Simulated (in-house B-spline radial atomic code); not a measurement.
# Te²⁺: ionisation energy by several methods

The task here is to estimate one member of a computed series from the others.

Method: scalar-relativistic (X2C), several functionals, spin-polarised, exact exchange averaged over the configuration; spherical all-electron atom at the radial basis limit. Code: in-house B-spline radial atomic code version 1.

### Starting point

```
element       : tellurium (Z = 52)
charge        : +2
electrons     : 50
configuration : [Kr] 4d10 5s2 5p2
nucleus       : Fermi, rms radius 4.742 fm
```

Outer shells as boxes (Hund's rule):

[Kr] 4d10 5s2 5p2
```
[Kr] core
4d [↑↓][↑↓][↑↓][↑↓][↑↓]
5s [↑↓]
5p [↑ ][↑ ][  ]
```

Where spins are not typed, each open shell is filled with up spins first.

The first run:

Settings of the run:

```ini
Z = 52
electrons = 50.0
configuration = [Kr] 4d10 5s2 5p2
hamiltonian = x2c
method = lc_wpbe
spin_polarised = True
nucleus = fermi
rms_radius = 4.7423
mass_number = 130
atomic_mass = 129.906222745
speed_of_light = 137.035999084
exact_exchange = averaged over the configuration
```

Command:

```
$ python run_scf.py task.json out
```

The settings of every run stand in task.json; they run in order.

Steps of the session up to this table: LC-ωPBE; CAM-B3LYP; B97-1; PBE0; ωB97X.

One of the session's tables, all rows but one given; the rest of the session is left out.

```
   method  ΔSCF (eV)
    B97-1     27.404
     PBE0     27.604
  LC-ωPBE     27.692
CAM-B3LYP     27.611
    ωB97X          ?
```

Estimate the missing values for ωB97X.

**Answer.** ΔSCF (eV): 27.310. In the column «ΔSCF (eV)» it is the lowest.
